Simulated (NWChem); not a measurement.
# C2H2I (SMILES [H]/[C]=C\I): UTPSSh/def2-SVP (core potential)

Aim: the electronic atomisation energy of C2H2I at UTPSSh/def2-SVP (core potential), from 4 runs. 

The results are computed with NWChem 7.3.0.

## Step 1: The system as given

C2H2I: 5 atoms, total charge 0, spin state doublet. As SMILES, `[H]/[C]=C\I`. The shape is that of a PBE0-D4/def2-TZVP optimisation.

Bond lengths: C1–C2 1.282 Å, C2–I3 2.145 Å, C1–H4 1.075 Å, C2–H5 1.082 Å. Angles: C1–C2–I3 121.0°, C1–C2–H5 127.9°, I3–C2–H5 111.1°, C2–C1–H4 144.8°.

## Step 2: The energy at UTPSSh/def2-SVP (core potential) (run 1)

File input.xyz:

```xyz
5
C2H2I
C     -0.741600    -0.615400    -0.282300
C     -0.013600     0.430400    -0.137500
I      1.837300     0.345900     0.943900
H     -0.828000    -1.663700    -0.059300
H     -0.204300     1.429100    -0.506300
```

File input.nw:

```
start input
title "C2H2I"
memory total 2200 mb

geometry units angstroms noautosym nocenter noautoz
 load format xyz input.xyz
end

basis spherical bse
 * library def2-SVP
end

ecp bse
 I library def2-SVP
end

dft
 xc xctpssh
 mult 2
 grid fine
 convergence energy 1e-08
 maxiter 100
 mulliken
 print low
end

task dft energy
```

Started as:

```bash
$ nwchem input.nw > input.out
```

What it wrote:

```text
[...]
 d= 0,ls=0.0,diis     1   -374.8262631298 -4.71D+02  7.72D-03  5.85D-02     1.4
[...]
 d= 0,ls=0.0,diis    13   -374.8655423786 -1.79D-09  4.33D-07  1.08D-10    15.6
[...]
         Total DFT energy =     -374.865542378565
      One electron energy =     -811.423407816317
           Coulomb energy =      374.403102764235
    Exchange-Corr. energy =      -33.648989003236
 Nuclear repulsion energy =       95.803751676753
[...]
      Total Density - Mulliken Population Analysis
     ---------------------------------------------
    Atom       Charge   Shell Charges
 -----------   ------   -------------------------------------------------------
    1 C    6     6.01   1.99  0.94  0.35  1.93  0.79  0.02
    2 C    6     6.19   1.99  0.92  0.28  2.01  0.96  0.03
    3 I   25    25.00   0.22  1.83  1.33  0.59  3.11  2.94  2.59  2.34  9.79  0.26
    4 H    1     0.92   0.73  0.16  0.03
    5 H    1     0.89   0.73  0.13  0.02
[...]
      <S2> =      0.7689 (Exact =     0.7500)
[...]
```

Wall time 16 s (1 thread of Intel Xeon 6975P-C (Granite Rapids), shared host); peak memory 0.12 GiB.

## Step 3: The C atom, same level (run 2)

File geom.nw:

```
start geom
memory stack 880 mb heap 220 mb global 1100 mb
geometry units angstroms noautosym nocenter noautoz
C        0.000000       0.000000       0.000000
end
basis spherical bse
C library def2-SVP
end
dft
xc xctpssh
mult 3
grid fine
convergence energy 1e-08
maxiter 100
mulliken
noprint "final vectors analysis"
end
task dft energy
```

Started as:

```bash
$ nwchem geom.nw > geom.out
```

What it wrote:

```text
[...]
          Wavefunction type:  spin polarized.
          No. of atoms     :     1
          No. of electrons :     6
[...]
          Charge           :     0
          Spin multiplicity:     3
[...]
          AO basis - number of functions:    14
[...]
              XC Information
              --------------
                  TPSS hybrid Method XC Functional
                     Hartree-Fock (Exact) Exchange  0.100
                  TPSS metaGGA Exchange Functional  0.900
             TPSS03 metaGGA Correlation Functional  1.000
[...]
 d= 0,ls=0.0,diis     1    -37.7866765502 -3.78D+01  2.84D-02  5.55D-02     0.1
[...]
 d= 0,ls=0.0,diis     6    -37.8178746743 -7.33D-11  3.77D-08  1.38D-13     0.2
[...]
         Total DFT energy =      -37.817874674308
      One electron energy =      -50.417371056815
           Coulomb energy =       17.838965682914
    Exchange-Corr. energy =       -5.239469300406
 Nuclear repulsion energy =        0.000000000000
[...]
      Total Density - Mulliken Population Analysis
     ---------------------------------------------
    Atom       Charge   Shell Charges
 -----------   ------   -------------------------------------------------------
    1 C    6     6.00   1.99  1.24  0.77  1.24  0.76  0.00
     --------------------------------------------
      Spin Density - Mulliken Population Analysis
     --------------------------------------------
    Atom       Charge   Shell Charges
 -----------   ------   -------------------------------------------------------
    1 C    6     2.00  -0.00  0.07 -0.07  1.24  0.76 -0.00
[...]
      <S2> =      2.0032 (Exact =     2.0000)
[...]
```

It took 0.72 s on 1 thread of Intel Xeon 6975P-C (Granite Rapids), shared host; peak memory 0.1 GiB.

## Step 4: The H atom at the same level (run 3)

File h.nw:

```
start h
title "H"
memory 2200 mb

geometry noautosym nocenter noautoz
 H        0.000000       0.000000       0.000000
end

basis spherical bse
 * library def2-SVP
end

dft
 xc xctpssh
 mult 2
 grid fine
 convergence energy 1e-08
 iterations 100
 mulliken
 print low
end

task dft energy
```

Started as:

```bash
$ nwchem h.nw > h.out
```

What it wrote:

```text
[...]
 d= 0,ls=0.0,diis     1     -0.4992583145 -4.99D-01  4.95D-04  1.70D-06     0.0
[...]
 d= 0,ls=0.0,diis     4     -0.4992597013 -5.84D-13  8.89D-09  5.19D-16     0.1
[...]
         Total DFT energy =       -0.499259701260
      One electron energy =       -0.499277251099
           Coulomb energy =        0.313098754140
    Exchange-Corr. energy =       -0.313081204301
 Nuclear repulsion energy =        0.000000000000
[...]
      Total Density - Mulliken Population Analysis
     ---------------------------------------------
    Atom       Charge   Shell Charges
 -----------   ------   -------------------------------------------------------
    1 H    1     1.00   0.55  0.45  0.00
     --------------------------------------------
      Spin Density - Mulliken Population Analysis
     --------------------------------------------
    Atom       Charge   Shell Charges
 -----------   ------   -------------------------------------------------------
    1 H    1     1.00   0.55  0.45  0.00
[...]
      <S2> =      0.7500 (Exact =     0.7500)
[...]
```

Wall time 0.52 s (1 thread of Intel Xeon 6975P-C (Granite Rapids), shared host); peak memory 0.1 GiB.

## Step 5: The I atom, same level (run 4)

File i.nw:

```
start i
memory 2200 mb
charge 0
geometry noautosym nocenter noautoz
 I      0.000000     0.000000     0.000000
end
basis "ao basis" spherical bse
 * library def2-SVP
end
ecp bse
 I library def2-SVP
end
dft
 xc xctpssh
 mult 2
 grid fine
 convergence energy 1e-08
 maxiter 100
 mulliken
 print low
end
task dft energy
```

Run the same way, it converges to -297.57973 Eh (log not shown).

## Step 6: Overview of the runs

```
run                             level  core potential  partner  energy (Eh)   ⟨S²⟩  wall time
  1  UTPSSh/def2-SVP (core potential)        def2-SVP     base  -374.865542  0.769       16 s
  2                   UTPSSh/def2-SVP               –    atoms   -37.817875  2.003     0.72 s
  3                   UTPSSh/def2-SVP               –    atoms    -0.499260  0.750     0.52 s
  4  UTPSSh/def2-SVP (core potential)        def2-SVP    atoms  -297.579729  0.752      1.9 s
```

## Step 7: Results

At UTPSSh/def2-SVP (core potential):

```
                     quantity          value
         I atom: total energy  -297.57973 Eh
                 I atom: ⟨S²⟩          0.752
electronic atomisation energy      17.729 eV
```

What this shows: Taking the molecule apart into free atoms costs 17.73 eV (409 kcal/mol), before zero-point energy and without spin-orbit coupling. All runs together took 19 s, the longest 16 s.
